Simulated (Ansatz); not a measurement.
# GeH4SSe: the cost of one run

The runs use Ansatz 0.2.0; RKS PBE0-D4/def2-SVP.

1 further run of the same task is left out (set aside as unsound or not needed).

## Step 1: Where the work starts

SMILES `[SH][GeH2][SeH]`, 7 atoms, charge 0, spin multiplicity 1.

Atoms are counted from 1 here; the program's logs count them from 0.

Bond lengths: S1–Ge2 2.244 Å, S1–H4 1.363 Å, Ge2–Se3 2.384 Å, Ge2–H5 1.549 Å, Ge2–H6 1.552 Å, Se3–H7 1.486 Å. Angles: Ge2–S1–H4 93.8°, S1–Ge2–Se3 111.2°, S1–Ge2–H5 103.5°, S1–Ge2–H6 112.3°, Se3–Ge2–H5 110.8°, Se3–Ge2–H6 107.4°, H5–Ge2–H6 111.7°, Ge2–Se3–H7 91.4°.

Geometry (Å):

```
S    -1.8472    0.4109   -1.0429
Ge    0.1323    0.5933   -0.0013
Se    1.5248   -1.2861   -0.4624
H    -2.1429   -0.7883   -0.4668
H     0.7389    1.8863   -0.6001
H    -0.0203    0.6919    1.5405
H     1.6757   -1.5760    0.9874
```

## Step 2: Relaxation

File input.yaml:

```yaml
crystal:
  periodic: [false, false, false]
  atoms:
    - { symbol: S, position_ang: [-1.847194, 0.410945, -1.042932] }
    - { symbol: Ge, position_ang: [0.132297, 0.593307, -0.001278] }
    - { symbol: Se, position_ang: [1.524789, -1.286078, -0.462359] }
    - { symbol: H, position_ang: [-2.142857, -0.788333, -0.466849] }
    - { symbol: H, position_ang: [0.738901, 1.886272, -0.600124] }
    - { symbol: H, position_ang: [-0.020304, 0.691935, 1.540486] }
    - { symbol: H, position_ang: [1.675669, -1.576048, 0.987357] }
basis:
  gaussian: { orbitals: def2-SVP }
hamiltonian:
  xc: pbe0
  dispersion: d4
output:
  forces: true
relax:
  f_tol: 0.003
  max_steps: 120
```

Started as:

```sh
$ ansatz run input.yaml --threads 1 --pin off --max-ram 2560MiB --backend cpu --events-out ev --progress --plain --runs-dir out
```

What time and memory should one allow on 1 thread of Arm Neoverse V2, shared host?

About 2.9 min, with a peak of 0.25 GiB.
